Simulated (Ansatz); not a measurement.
# AlGaPH (triplet): the correlation ladder at a displaced geometry (v2), cc-pVDZ

Aim: climb from Hartree-Fock through coupled cluster for AlGaPH (triplet) at one geometry and basis, and see what each rung misses.

Method: cc-pVDZ, core rule «outside noble gas», up to 24 orbitals frozen; program: Ansatz 0.2.0, Gaussian basis.

To be run: UHF; CCSD(T) on ROHF; CCSD(T) on UHF; BCCD(T) on ROHF; CISD; CCSDT(Q) on ROHF; CCSDT(Q) on UHF.

27 further runs of the same task are left out: 2 for a known fault of the program, 11 that didn't finish, 14 set aside as unsound or not needed.

## 1. What is computed

The geometry is a PBE0/def2-TZVP stationary point (not a proven minimum) with its atoms shifted at random (size 0.100 Å). No spin-orbit coupling is included. The filled d shell of Ga may be among the frozen orbitals whatever the setting's name suggests; the logs give the count.

4 atoms, charge 0, spin multiplicity 3.

Atoms are counted from 1 here; the program's logs count them from 0.

Bond lengths: Al1–P2 2.259 Å, Al1–Ga3 2.619 Å, Al1–H4 1.677 Å, P2–Ga3 2.262 Å, Ga3–H4 1.885 Å. Angles: P2–Al1–Ga3 54.7°, P2–Al1–H4 100.5°, Ga3–Al1–H4 45.9°, Al1–P2–Ga3 70.8°, Al1–Ga3–P2 54.5°, Al1–Ga3–H4 39.7°, P2–Ga3–H4 94.2°, Al1–H4–Ga3 94.5°.

## 2. UHF

in.yaml

```yaml
crystal:
  periodic: [false, false, false]
  atoms:
    - {symbol: Al, position_ang: [0.087541, 1.015575, 1.478642]}
    - {symbol: P, position_ang: [-0.077334, -1.162603, 0.903277]}
    - {symbol: Ga, position_ang: [-0.000713, 0.098415, -0.972949]}
    - {symbol: H, position_ang: [0.082395, 1.732887, -0.036729]}
basis:
  gaussian: {orbitals: cc-pVDZ}
magnetization: {spin_polarized: true, initial_magnetization: 2}
hamiltonian: {xc: hf}
output: {orbitals: {seedname: orbitals}}
```

The run is started by

```sh
> ansatz run in.yaml --threads 1 --pin off --events-out ev --progress --plain --max-ram 2393MiB
```

The runs that follow: CCSD(T) on ROHF; CCSD(T) on UHF; BCCD(T) on ROHF; CISD; CCSDT(Q) on ROHF; CCSDT(Q) on UHF.

Before running them: what should the planned runs give, taken together? Wanted: UCCSDT(Q) below the RHF energy; RMP2 from UCCSDT(Q); UMP2 from UCCSDT(Q); RCCSD from UCCSDT(Q); RCCSD(T) from UCCSDT(Q); UCCSD(T) from UCCSDT(Q); RCCSDT(Q) from UCCSDT(Q); T1 diagnostic.

**Answer**, as computed:

| quantity | value |
| --- | --- |
| UCCSDT(Q) below the RHF energy | -7.1183 eV |
| RMP2 from UCCSDT(Q) | +28.18 kcal/mol |
| UMP2 from UCCSDT(Q) | +28.65 kcal/mol |
| RCCSD from UCCSDT(Q) | +10.74 kcal/mol |
| RCCSD(T) from UCCSDT(Q) | +1.89 kcal/mol |
| UCCSD(T) from UCCSDT(Q) | +1.82 kcal/mol |
| RCCSDT(Q) from UCCSDT(Q) | +0.22 kcal/mol |
| levels within 1 kcal/mol (43 meV) | UCCSDT, RCCSDT(Q) |
| T1 diagnostic | 0.037 |

What this shows: RCCSD(T) misses by +1.89 kcal/mol, 1.1 % of the correlation energy. These misses are within one basis, not against nature; the frozen cores of restricted and unrestricted runs differ, which can shift their rows.
